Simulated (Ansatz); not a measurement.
**C2HBCl2: a dynamics run in two tries**

The task is a short trajectory. SMILES of the start: C#CB(Cl)Cl.

Method: RKS PBE-D4/cc-pVDZ, in Ansatz 0.2.0.

## Step 1: The system as given

Bond lengths: C1–C2 1.255 Å, C2–B3 1.551 Å, B3–Cl4 1.756 Å, B3–Cl5 1.832 Å, C1–H6 1.017 Å. Angles: C1–C2–B3 174.1°, C2–C1–H6 177.9°, C2–B3–Cl4 123.6°, C2–B3–Cl5 118.3°, Cl4–B3–Cl5 115.8°.

Structure file:

```xyz
6

C    -1.0497    0.3692    1.3609
C    -0.3110    0.0527    0.3966
B     0.5234   -0.2281   -0.8803
Cl    0.8736   -1.8426   -1.4757
Cl    1.5830    1.1131   -1.5386
H    -1.6182    0.6252    2.1643
```

## Step 2: First attempt

Contents of input.yaml:

```yaml
crystal:
  periodic: [false, false, false]
  atoms:
    - { symbol: C, position_ang: [-1.049741, 0.369173, 1.360938] }
    - { symbol: C, position_ang: [-0.310965, 0.052676, 0.396585] }
    - { symbol: B, position_ang: [0.52337, -0.22809, -0.880267] }
    - { symbol: Cl, position_ang: [0.873596, -1.842564, -1.475661] }
    - { symbol: Cl, position_ang: [1.582963, 1.113134, -1.538558] }
    - { symbol: H, position_ang: [-1.618217, 0.625181, 2.164293] }
basis:
  gaussian: { orbitals: cc-pVDZ }
hamiltonian:
  xc: pbe
  dispersion: d4
md:
  timestep: 1.0
  n_steps: 25
  ensemble: nvt_nose_hoover
  temperature: 100.0
  initial_velocities: maxwell_boltzmann
  seed: 888796
  nose_hoover: { tau: 20.0, chain_length: 1 }
  dt: 0.5
scf:
  lower_state_search: "off"
```

The run is started by

```
ansatz run input.yaml --threads 1 --pin off --max-ram 2048MiB --backend cpu --events-out ev --progress --plain --runs-dir out
```

What does the calculation give? Wanted: first try.

As calculated:

| quantity | value |
| --- | --- |
| first try | refused |
| cause | one key bears a name from other programs (dt, n_images) that this one doesn't know |

**Reading.** The fault in the first input was caught at the input check and cost nothing.
